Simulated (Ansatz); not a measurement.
**K+ with H₂O₂: superposition error and deformation**

Aim: split the binding of a pair into the counterpoise interaction, the basis-set superposition error and the cost of deforming the fragments.

Program: Ansatz 0.2.0, Gaussian basis. Level of theory: PBE0-D4 structures, single points in def2-TZVPPD. These are calculated values, not measurements.

Levels: PBE-D4, revPBE-D4, BLYP-D4, r2SCAN-D4, B97M-V, PBE0-D4, B3LYP-D4, HSE06-D4, wB97X-V, wB97M-V, B2PLYP, Hartree-Fock, MP2, CCSD, CCSD(T).

Correlated methods freeze the cores. The outer core shell of Li, Na, Mg and K is correlated. B3LYP uses VWN-RPA correlation. B2PLYP carries no dispersion term here.

129 further runs of the same task are left out: 129 set aside as unsound or not needed.

### Step 1. The system as given

The relaxed pair: 5 atoms, charge 1, spin multiplicity 1.

Atoms are counted from 1 here; the program's logs count them from 0.

Bond lengths: K1–O2 2.724 Å, K1–O3 2.724 Å, O2–O3 1.424 Å, O2–H4 0.969 Å, O3–H5 0.969 Å. Angles: O2–K1–O3 30.3°, K1–O2–O3 74.8°, K1–O2–H4 134.7°, O3–O2–H4 103.1°, K1–O3–O2 74.8°, K1–O3–H5 134.7°, O2–O3–H5 103.1°.

As a file:

```xyz
5
charge 1, multiplicity 1
K     0.0532   -0.2253   -2.3510
O     0.5420   -0.4258    0.3215
O    -0.5541    0.4768    0.2102
H     0.2581   -1.0310    1.0231
H    -0.2993    1.2054    0.7961
```

Atoms 1 to 1 are fragment A (K+), the rest fragment B (H₂O₂). From earlier runs, pair energy (eV) and counterpoise interaction (meV):

```csv
method,E(pair),interaction
PBE-D4,-20436.48912,-792
revPBE-D4,-20442.76945,-732
BLYP-D4,-20446.10933,-773
r2SCAN-D4,-20443.62363,-814
B97M-V,-20441.10183,-812
PBE0-D4,-20437.61228,-809
B3LYP-D4,-20447.01935,-805
HSE06-D4,-20437.20986,-809
wB97X-V,-20442.94763,-816
wB97M-V,-20444.67055,-819
B2PLYP,-20439.93378,-789
MP2,-20422.95827,-791
CCSD(T),-20424.02766,-776
```

First each fragment is run alone in its own basis, frozen in the shape it has in the pair (a, b).

### Step 2. wB97X-V/def2-TZVPPD

a/in.yaml reads:

```yaml
crystal:
  periodic: [false, false, false]
  atoms:
    - {symbol: K, position_ang: [0.053184, -0.225326, -2.351027]}
basis:
  gaussian: {orbitals: "def2-TZVPPD.json"}
total_charge: 1
hamiltonian: {xc: {name: wB97X-V}}
```

b/in.yaml reads:

```yaml
crystal:
  periodic: [false, false, false]
  atoms:
    - {symbol: O, position_ang: [0.542026, -0.425840, 0.321486]}
    - {symbol: O, position_ang: [-0.554055, 0.476781, 0.210167]}
    - {symbol: H, position_ang: [0.258106, -1.030996, 1.023141]}
    - {symbol: H, position_ang: [-0.299260, 1.205382, 0.796134]}
basis:
  gaussian: {orbitals: "def2-TZVPPD.json"}
hamiltonian: {xc: {name: wB97X-V}}
```

The basis file named in the input lies beside it (Basis Set Exchange, JSON).

One command serves all of them, each in its own folder.

Started as:

```bash
$ ansatz run in.yaml --threads 2 --pin off --events-out ev --progress --plain --max-ram 5222MiB
```

Output in a:

```text
Functional definition: wB97X-V
  name "wB97X-V"
  cite "Mardirossian & Head-Gordon, Phys. Chem. Chem. Phys. 16, 9904 (2014) doi:10.1039/C3CP54374A"
  cite "Becke, J. Chem. Phys. 107, 8554 (1997) doi:10.1063/1.475007"
  cite "Vydrov & Van Voorhis, J. Chem. Phys. 133, 244103 (2010) doi:10.1063/1.3521275"
  parameter omega = 0.3/bohr
  parameter cx = 0.167
  parameter cx1 = 0.603
  parameter cx2 = 1.194
  parameter css0 = 0.556
  parameter css1 = -0.257
  parameter cos0 = 1.219
  parameter cos1 = -1.850
  parameter b = 6.0
  parameter c = 0.01
  exchange = spin_sum(e_x_unif_sr(omega)*poly(b97_u_x, 1 - cx, cx1, cx2)) + cx*exact_x_sr(omega) + exact_x_lr(omega)
  correlation = spin_sum(e_c_pw_same_spin*poly(b97_u_same, css0, css1))
      + integral(e_c_pw_opposite_spin*poly(b97_u_opposite, cos0, cos1)) + vv10(b, c)
294 factors; their error is unknown
80 factors; integrals over basis functions are off by at most 9.2e-5 eV
mean field evaluation 1: about -16317.7546 eV, gradient 5.6e-1 eV
mean field evaluation 2: about -16317.7547 eV, gradient 5.6e-1 eV
mean field evaluation 4: about -16317.7553 eV, gradient 1.1e-2 eV
mean field evaluation 8: about -16317.8030 eV, gradient 1.8e-4 eV
mean field -16317.80298627 eV, -599.6681991414 hartree, gradient 7.1e-6 eV, S^2 0.000000; 0 other end points of the search recorded, 0 dependent functions left out
reference -16317.80298498 eV, -599.6681990939 hartree; 9, 9 occupied and 27, 27 virtual orbitals, 294 factors
Total energy: -16317.80298498 eV, -599.6681990939 hartree
```

b printed, shortened:

```text
[... 5 set-up lines as earlier in the session ...]
[...]
      + integral(e_c_pw_opposite_spin*poly(b97_u_opposite, cos0, cos1)) + vv10(b, c)
486 factors; their error is unknown
156 factors; integrals over basis functions are off by at most 2.3e-5 eV
[...]
mean field -4124.32080713 eV, -151.5659940968 hartree, gradient 2.7e-5 eV, S^2 0.000000; 0 other end points of the search recorded, 0 dependent functions left out
reference -4124.32080474 eV, -151.5659940090 hartree; 9, 9 occupied and 105, 105 virtual orbitals, 486 factors
Total energy: -4124.32080474 eV, -151.5659940090 hartree
```

They took 0.95 s (a), 1.4 s (b) on 2 threads of Arm Neoverse V2, shared host.

### Step 3. wB97M-V/def2-TZVPPD

Each input of step 2 (a, b) changes in the same lines:

```diff
-hamiltonian: {xc: {name: wB97X-V}}
+hamiltonian: {xc: {name: wB97M-V}}
```

Each run has its own folder and the same command.

Started as:

```bash
$ ansatz run in.yaml --threads 2 --pin off --events-out ev --progress --plain --max-ram 5222MiB
```

Output in a, shortened:

```text
Functional definition: wB97M-V
  name "wB97M-V"
  cite "Mardirossian & Head-Gordon, J. Chem. Phys. 144, 214110 (2016) doi:10.1063/1.4952647"
[... 2 set-up lines as earlier in the session ...]
  # Of w^i u^j: cxij and so on, Table III.
[...]
  gx(w, u) = 1 - cx + cx01*u + cx10*w
  gss(w, u) = css00 + css04*u^4 + css10*w + css20*w^2 + css43*w^4*u^3
  gos(w, u) = cos00 + cos10*w + (cos20 + cos21*u)*w^2 + (cos60 + cos61*u)*w^6
[...]
      + integral(e_c_pw_mod_opposite_spin*gos(b97_w_opposite, b97_u_opposite)) + vv10(b, c)
294 factors; their error is unknown
80 factors; integrals over basis functions are off by at most 9.2e-5 eV
[...]
mean field -16319.33110416 eV, -599.7243564378 hartree, gradient 8.1e-6 eV, S^2 0.000000; 0 other end points of the search recorded, 0 dependent functions left out
reference -16319.33114010 eV, -599.7243577587 hartree; 9, 9 occupied and 27, 27 virtual orbitals, 294 factors
Total energy: -16319.33114010 eV, -599.7243577587 hartree
```

b printed, shortened:

```text
[... 5 set-up lines as earlier in the session ...]
  # Of w^i u^j: cxij and so on, Table III.
[...]
  gx(w, u) = 1 - cx + cx01*u + cx10*w
  gss(w, u) = css00 + css04*u^4 + css10*w + css20*w^2 + css43*w^4*u^3
  gos(w, u) = cos00 + cos10*w + (cos20 + cos21*u)*w^2 + (cos60 + cos61*u)*w^6
[...]
      + integral(e_c_pw_mod_opposite_spin*gos(b97_w_opposite, b97_u_opposite)) + vv10(b, c)
486 factors; their error is unknown
156 factors; integrals over basis functions are off by at most 2.3e-5 eV
[...]
mean field -4124.51402411 eV, -151.5730946900 hartree, gradient 3.3e-5 eV, S^2 0.000000; 0 other end points of the search recorded, 0 dependent functions left out
reference -4124.51408267 eV, -151.5730968421 hartree; 9, 9 occupied and 105, 105 virtual orbitals, 486 factors
Total energy: -4124.51408267 eV, -151.5730968421 hartree
```

Wall times: 1.1 s (a), 1.6 s (b) on 2 threads of Arm Neoverse V2, shared host.

### Step 4. B2PLYP/def2-TZVPPD

The same edit goes into each in.yaml of step 3 (a, b):

```diff
-hamiltonian: {xc: {name: wB97M-V}}
+hamiltonian: {xc: {name: B2PLYP}}
```

Each run has its own folder and the same command.

Started as:

```bash
$ ansatz run in.yaml --threads 2 --pin off --events-out ev --progress --plain --max-ram 5222MiB
```

Output in a, shortened:

```text
Functional definition: B2PLYP
  name "B2PLYP"
  cite "Grimme, J. Chem. Phys. 124, 034108 (2006) doi:10.1063/1.2148954"
  cite "Becke, Phys. Rev. A 38, 3098 (1988) doi:10.1103/PhysRevA.38.3098"
  cite "Lee, Yang & Parr, Phys. Rev. B 37, 785 (1988) doi:10.1103/PhysRevB.37.785"
[...]
206 factors; integrals over basis functions are off by at most 1.5e-4 eV
[...]
mean field -16314.67160316 eV, -599.5531229344 hartree, gradient 5.3e-6 eV, S^2 0.000000; 0 other end points of the search recorded, 0 dependent functions left out
5 core orbitals not correlated: weight in the atoms' cores, before any rotation towards them, 1.000 or more for the frozen orbitals, at most 0.000 for the correlated occupied ones
reference -16314.67168109 eV, -599.5531257983 hartree; 4, 4 occupied and 27, 27 virtual orbitals, 206 factors
second order -4.82704404 eV of doubles, -0.00000000 eV of singles
Total energy: -16315.97498298 eV, -599.6010212594 hartree
```

Output in b, shortened:

```text
[... 5 set-up lines as earlier in the session ...]
[...]
683 factors; integrals over basis functions are off by at most 6.1e-4 eV
[...]
mean field -4118.75677785 eV, -151.3615197924 hartree, gradient 4.1e-6 eV, S^2 0.000000; 0 other end points of the search recorded, 0 dependent functions left out
2 core orbitals not correlated: weight in the atoms' cores, before any rotation towards them, 1.000 or more for the frozen orbitals, at most 0.000 for the correlated occupied ones
reference -4118.75691391 eV, -151.3615247923 hartree; 7, 7 occupied and 105, 105 virtual orbitals, 683 factors
second order -16.27865554 eV of doubles, -0.00000000 eV of singles
Total energy: -4123.15215090 eV, -151.5230467727 hartree
```

They took 0.35 s (a), 0.95 s (b) on 2 threads of Arm Neoverse V2, shared host.

### Step 5. B97M-V/def2-TZVPPD

The same edit goes into each in.yaml of step 4 (a, b):

```diff
-hamiltonian: {xc: {name: B2PLYP}}
+hamiltonian: {xc: {name: B97M-V}}
```

Each run has its own folder and the same command.

Started as:

```bash
$ ansatz run in.yaml --threads 2 --pin off --events-out ev --progress --plain --max-ram 5222MiB
```

Output in a, shortened:

```text
Functional definition: B97M-V
  name "B97M-V"
  cite "Mardirossian & Head-Gordon, J. Chem. Phys. 142, 074111 (2015) doi:10.1063/1.4907719"
[... 2 set-up lines as earlier in the session ...]
  # Of w^i u^j: cxij and so on, Table III.
[...]
  gx(w, u) = cx00 + cx01*u + cx02*u^2 + (cx10 + cx11*u)*w
  gss(w, u) = css00 + css02*u^2 + css10*w + (css32*w^3 + css42*w^4)*u^2
  gos(w, u) = cos00 + cos01*u + cos03*u^3 + cos10*w + cos32*w^3*u^2
[...]
      + integral(e_c_pw_mod_opposite_spin*gos(b97_w_opposite, b97_u_opposite)) + vv10(b, c)
286 factors; their error is unknown
[...]
mean field -16315.86215186 eV, -599.5968747921 hartree, gradient 7.4e-6 eV, S^2 0.000000; 0 other end points of the search recorded, 0 dependent functions left out
reference -16315.86217914 eV, -599.5968757948 hartree; 9, 9 occupied and 27, 27 virtual orbitals, 286 factors
Total energy: -16315.86217914 eV, -599.5968757948 hartree
```

Output in b, shortened:

```text
[... 5 set-up lines as earlier in the session ...]
  # Of w^i u^j: cxij and so on, Table III.
[...]
  gx(w, u) = cx00 + cx01*u + cx02*u^2 + (cx10 + cx11*u)*w
  gss(w, u) = css00 + css02*u^2 + css10*w + (css32*w^3 + css42*w^4)*u^2
  gos(w, u) = cos00 + cos01*u + cos03*u^3 + cos10*w + cos32*w^3*u^2
[...]
      + integral(e_c_pw_mod_opposite_spin*gos(b97_w_opposite, b97_u_opposite)) + vv10(b, c)
486 factors; their error is unknown
[...]
mean field -4124.42266406 eV, -151.5697372700 hartree, gradient 4.4e-5 eV, S^2 0.000000; 0 other end points of the search recorded, 0 dependent functions left out
reference -4124.42273500 eV, -151.5697398773 hartree; 9, 9 occupied and 105, 105 virtual orbitals, 486 factors
Total energy: -4124.42273500 eV, -151.5697398773 hartree
```

They took 0.8 s (a), 1.8 s (b) on 2 threads of Arm Neoverse V2, shared host.

### Step 6. CCSD(T)/def2-TZVPPD

Each input of step 5 (a, b) changes in the same lines:

```diff
-hamiltonian: {xc: {name: B97M-V}}
+correlation: {method: ccsd_t}
```

Each run has its own folder and the same command.

Started as:

```bash
$ ansatz run in.yaml --threads 2 --pin off --events-out ev --progress --plain --max-ram 5222MiB
```

a printed, shortened:

```text
Functional definition: HF
  name "HF"
  cite "Fock, Z. Phys. 61, 126 (1930) doi:10.1007/BF01340294"
  parent pbe
[...]
206 factors; integrals over basis functions are off by at most 1.5e-4 eV
[...]
mean field -16299.78475555 eV, -599.0060413757 hartree, gradient 2.4e-6 eV, S^2 0.000000; 0 other end points of the search recorded, 0 dependent functions left out
5 core orbitals not correlated: weight in the atoms' cores, before any rotation towards them, 1.000 or more for the frozen orbitals, at most 0.000 for the correlated occupied ones
reference -16299.78475555 eV, -599.0060413757 hartree; 4, 4 occupied and 27, 27 virtual orbitals, 206 factors
second order -4.10192687 eV of doubles, -0.00000000 eV of singles
cycle   1  -4.37575722 eV  change   -2.7e-1 eV  update   1.9e-2
[...]
cycle   6  -4.41655001 eV  change   -2.1e-6 eV  update   3.3e-6
perturbative correction -0.04592391 eV, -0.0016876725 hartree
Total energy: -16304.24722947 eV, -599.1700342674 hartree
```

Output in b, shortened:

```text
[... 4 set-up lines as earlier in the session ...]
[...]
683 factors; integrals over basis functions are off by at most 6.1e-4 eV
[...]
mean field -4104.72693095 eV, -150.8459324286 hartree, gradient 2.6e-6 eV, S^2 0.000000; 0 other end points of the search recorded, 0 dependent functions left out
2 core orbitals not correlated: weight in the atoms' cores, before any rotation towards them, 1.000 or more for the frozen orbitals, at most 0.000 for the correlated occupied ones
reference -4104.72693095 eV, -150.8459324286 hartree; 7, 7 occupied and 105, 105 virtual orbitals, 683 factors
second order -13.51037350 eV of doubles, -0.00000000 eV of singles
cycle   1  -13.32367631 eV  change    1.9e-1 eV  update   7.3e-2
[...]
cycle  12  -13.72414877 eV  change    1.1e-6 eV  update   2.7e-6
perturbative correction -0.50606055 eV, -0.0185973822 hartree
Total energy: -4118.95714027 eV, -151.3688829755 hartree
```

Wall times: 0.15 s (a), 1.6 s (b) on 2 threads of Arm Neoverse V2, shared host; peak memory 0.38 GiB.

### Step 7. Relaxing H₂O₂ alone

relax-b/in.yaml reads:

```yaml
crystal:
  periodic: [false, false, false]
  atoms:
    - {symbol: O, position_ang: [0.542026, -0.425840, 0.321486]}
    - {symbol: O, position_ang: [-0.554055, 0.476781, 0.210167]}
    - {symbol: H, position_ang: [0.258106, -1.030996, 1.023141]}
    - {symbol: H, position_ang: [-0.299260, 1.205382, 0.796134]}
basis:
  gaussian: {orbitals: def2-TZVP}
hamiltonian: {xc: pbe0, dispersion: d4}
relax: {f_tol: 0.005, max_steps: 200}
```

Started as:

```bash
$ ansatz run in.yaml --threads 2 --pin off --events-out ev --progress --plain --max-ram 5222MiB
```

Log, shortened:

```text
Functional definition: PBE0
  name "PBE0"
  cite "Adamo & Barone, J. Chem. Phys. 110, 6158 (1999) doi:10.1063/1.478522"
  cite "Perdew, Burke & Ernzerhof, Phys. Rev. Lett. 77, 3865 (1996) doi:10.1103/PhysRevLett.77.3865"
[... 1 set-up line as earlier in the session ...]
[...]
390 factors; their error is unknown
[...]
mean field -4121.27477391 eV, -151.4540544408 hartree, gradient 6.4e-6 eV, S^2 0.000000; 0 other end points of the search recorded, 0 dependent functions left out
[...]
reference -4121.27478973 eV, -151.4540550223 hartree; 9, 9 occupied and 65, 65 virtual orbitals, 390 factors
relax step   1: F+E_penalty+E_count = -4121.28953631 eV  Δ(F+E_penalty+E_count) = +0.000e0 eV  max|allowed force component| = 1.721e-1 eV/Å  Δτ_max = 0.0000 Å  (26 SCF iters, accepted)
[...]
relax step   4: F+E_penalty+E_count = -4121.31037629 eV  Δ(F+E_penalty+E_count) = -1.425e-4 eV  max|allowed force component| = 2.372e-2 eV/Å  Δτ_max = 0.0072 Å  (29 SCF iters, accepted)
[...]
relax step   5: F+E_penalty+E_count = -4121.31039791 eV  Δ(F+E_penalty+E_count) = -2.163e-5 eV  max|allowed force component| = 1.498e-3 eV/Å  Δτ_max = 0.0007 Å  (31 SCF iters, accepted)
390 factors; their error is unknown
[...]
mean field -4121.29568003 eV, -151.4548227265 hartree, gradient 1.8e-5 eV, S^2 0.000000; 1 other end points of the search recorded, 0 dependent functions left out
[...]
reference -4121.29569556 eV, -151.4548232972 hartree; 9, 9 occupied and 65, 65 virtual orbitals, 390 factors
Total energy: -4121.31041344 eV, -151.4553641695 hartree
Atom 0 at     0.569043    -0.384305     0.382372 Å, force     0.001309     0.001427    -0.000485 eV/Å
Atom 1 at    -0.583951     0.447448     0.276561 Å, force    -0.001292    -0.001498    -0.000263 eV/Å
Atom 2 at     0.241769    -1.081635     0.963369 Å, force    -0.001225     0.000152     0.000336 eV/Å
Atom 3 at    -0.280044     1.243819     0.728626 Å, force     0.001208    -0.000081     0.000413 eV/Å
Dipole moment:    -0.008725     0.036986     0.385791 e Å
```

Run time: 2.2 s. Hardware: 2 threads of Arm Neoverse V2, shared host.

Step by step:

```csv
step,energy from step 1 (eV),largest force component (eV/Å)
1,0.0000,0.1721
2,-0.0147,0.1745
3,-0.0207,0.0535
4,-0.0208,0.0237
5,-0.0209,0.0015
```

Distances of close pairs at the start and the end, largest changes first:

```csv
bond,before (Å),after (Å),change (Å)
O1–H3,0.969,0.965,-0.004
O2–H4,0.969,0.965,-0.004
O1–O2,1.424,1.426,+0.001
```

### Step 8. PBE-D4/def2-TZVPPD

free-b/in.yaml reads:

```yaml
crystal:
  periodic: [false, false, false]
  atoms:
    - {symbol: O, position_ang: [0.569043, -0.384305, 0.382372]}
    - {symbol: O, position_ang: [-0.583951, 0.447448, 0.276561]}
    - {symbol: H, position_ang: [0.241769, -1.081635, 0.963369]}
    - {symbol: H, position_ang: [-0.280044, 1.243819, 0.728626]}
basis:
  gaussian: {orbitals: "def2-TZVPPD.json"}
hamiltonian: {xc: pbe, dispersion: d4}
```

Started as:

```bash
$ ansatz run in.yaml --threads 2 --pin off --events-out ev --progress --plain --max-ram 5222MiB
```

Log:

```text
Functional definition: PBE
  name "PBE"
[... 2 set-up lines as earlier in the session ...]
  parameter kappa = 0.804
  parameter beta = 0.06672455060314922
  exchange = pbe_x(kappa = kappa, mu = beta*pi^2/3)
  correlation = pbe_c(beta = beta)
486 factors; their error is unknown
mean field evaluation 1: about -4117.9773 eV, gradient 4.8e1 eV
mean field evaluation 2: about -4108.4788 eV, gradient 8.7e1 eV
mean field evaluation 4: about -4121.7037 eV, gradient 1.5e0 eV
mean field evaluation 8: about -4121.6965 eV, gradient 2.4e-2 eV
mean field evaluation 16: about -4121.6965 eV, gradient 9.4e-6 eV
mean field -4121.69646462 eV, -151.4695512885 hartree, gradient 9.4e-6 eV, S^2 0.000000; 0 other end points of the search recorded, 0 dependent functions left out
reference -4121.69651310 eV, -151.4695530702 hartree; 9, 9 occupied and 105, 105 virtual orbitals, 486 factors
Total energy: -4121.71478723 eV, -151.4702246320 hartree
```

It took 0.5 s on 2 threads of Arm Neoverse V2, shared host.

### Step 9. r2SCAN-D4/def2-TZVPPD

free-b/in.yaml, as its differences from that of step 8:

```diff
@@ -9,2 +9,2 @@
   gaussian: {orbitals: "def2-TZVPPD.json"}
-hamiltonian: {xc: pbe, dispersion: d4}
+hamiltonian: {xc: r2scan, dispersion: d4}
```

Started as:

```bash
$ ansatz run in.yaml --threads 2 --pin off --events-out ev --progress --plain --max-ram 5222MiB
```

Log:

```text
Functional definition: r2SCAN
  name "r2SCAN"
  cite "Furness, Kaplan, Ning, Perdew & Sun, J. Phys. Chem. Lett. 11, 8208 (2020) doi:10.1021/acs.jpclett.0c02405"
  cite "Furness, Kaplan, Ning, Perdew & Sun, J. Phys. Chem. Lett. 11, 9248 (2020) doi:10.1021/acs.jpclett.0c03077"
  parent r2scan
  parameter k0 = 0.174
  parameter k1 = 0.065
  parameter a1 = 4.9479
  exchange = r2scan_x(k0 = k0, k1 = k1, a1 = a1)
  correlation = r2scan_c
486 factors; their error is unknown
mean field evaluation 1: about -4120.7567 eV, gradient 4.3e1 eV
mean field evaluation 2: about -4116.9143 eV, gradient 6.4e1 eV
mean field evaluation 4: about -4123.7587 eV, gradient 7.2e-1 eV
mean field evaluation 8: about -4123.7493 eV, gradient 3.6e-1 eV
mean field evaluation 16: about -4123.7494 eV, gradient 3.1e-5 eV
mean field -4123.74942323 eV, -151.5449961258 hartree, gradient 1.9e-5 eV, S^2 0.000000; 0 other end points of the search recorded, 0 dependent functions left out
reference -4123.74944082 eV, -151.5449967724 hartree; 9, 9 occupied and 105, 105 virtual orbitals, 486 factors
Total energy: -4123.75373331 eV, -151.5451545186 hartree
```

Run time: 0.95 s. Hardware: 2 threads of Arm Neoverse V2, shared host.

### Step 10. PBE0-D4/def2-TZVPPD

free-b/in.yaml, as its differences from that of step 9:

```diff
@@ -9,2 +9,3 @@
   gaussian: {orbitals: "def2-TZVPPD.json"}
-hamiltonian: {xc: r2scan, dispersion: d4}
+hamiltonian: {xc: pbe0, dispersion: d4}
+output: {orbitals: {seedname: orbitals}}
```

Started as:

```bash
$ ansatz run in.yaml --threads 2 --pin off --events-out ev --progress --plain --max-ram 5222MiB
```

Log, shortened:

```text
[... 5 set-up lines as earlier in the session ...]
  parameter a = 0.25
[... 2 set-up lines as earlier in the session ...]
  exchange = (1 - a)*pbe_x(kappa = kappa, mu = beta*pi^2/3) + a*exact_x
[... 1 set-up line as earlier in the session ...]
486 factors; their error is unknown
mean field evaluation 1: about -4119.1008 eV, gradient 3.8e1 eV
mean field evaluation 2: about -4117.8022 eV, gradient 4.7e1 eV
mean field evaluation 4: about -4121.4326 eV, gradient 3.4e-1 eV
mean field evaluation 8: about -4121.4413 eV, gradient 2.6e-3 eV
mean field -4121.44128710 eV, -151.4601736875 hartree, gradient 8.7e-6 eV, S^2 0.000000; 0 other end points of the search recorded, 0 dependent functions left out
reference -4121.44132380 eV, -151.4601750362 hartree; 9, 9 occupied and 105, 105 virtual orbitals, 486 factors
Total energy: -4121.45604168 eV, -151.4607159085 hartree
```

Wall time 0.5 s (2 threads of Arm Neoverse V2, shared host).

### Step 11. B3LYP-D4/def2-TZVPPD

free-b/in.yaml, as its differences from that of step 10:

```diff
@@ -9,3 +9,2 @@
   gaussian: {orbitals: "def2-TZVPPD.json"}
-hamiltonian: {xc: pbe0, dispersion: d4}
-output: {orbitals: {seedname: orbitals}}
+hamiltonian: {xc: {name: B3LYP}, dispersion: d4}
```

Started as:

```bash
$ ansatz run in.yaml --threads 2 --pin off --events-out ev --progress --plain --max-ram 5222MiB
```

Log:

```text
Functional definition: B3LYP
  name "B3LYP"
  cite "Stephens, Devlin, Chabalowski & Frisch, J. Phys. Chem. 98, 11623 (1994) doi:10.1021/j100096a001"
[... 2 set-up lines as earlier in the session ...]
  cite "Vosko, Wilk & Nusair, Can. J. Phys. 58, 1200 (1980) doi:10.1139/p80-159"
  parameter a0 = 0.2
  parameter ax = 0.72
  parameter ac = 0.81
  exchange = (1 - a0 - ax)*slater_x + ax*b88_x + a0*exact_x
  correlation = (1 - ac)*vwn_rpa_c + ac*lyp_c
486 factors; their error is unknown
mean field evaluation 1: about -4122.9801 eV, gradient 4.2e1 eV
mean field evaluation 2: about -4120.0588 eV, gradient 5.9e1 eV
mean field evaluation 4: about -4125.8766 eV, gradient 4.8e-1 eV
mean field evaluation 8: about -4125.8814 eV, gradient 2.5e-3 eV
mean field -4125.88138713 eV, -151.6233443541 hartree, gradient 1.3e-5 eV, S^2 0.000000; 0 other end points of the search recorded, 0 dependent functions left out
reference -4125.88160716 eV, -151.6233524400 hartree; 9, 9 occupied and 105, 105 virtual orbitals, 486 factors
Total energy: -4125.91082900 eV, -151.6244263230 hartree
```

Run time: 0.6 s. Hardware: 2 threads of Arm Neoverse V2, shared host.

[end of part 1 of 2]
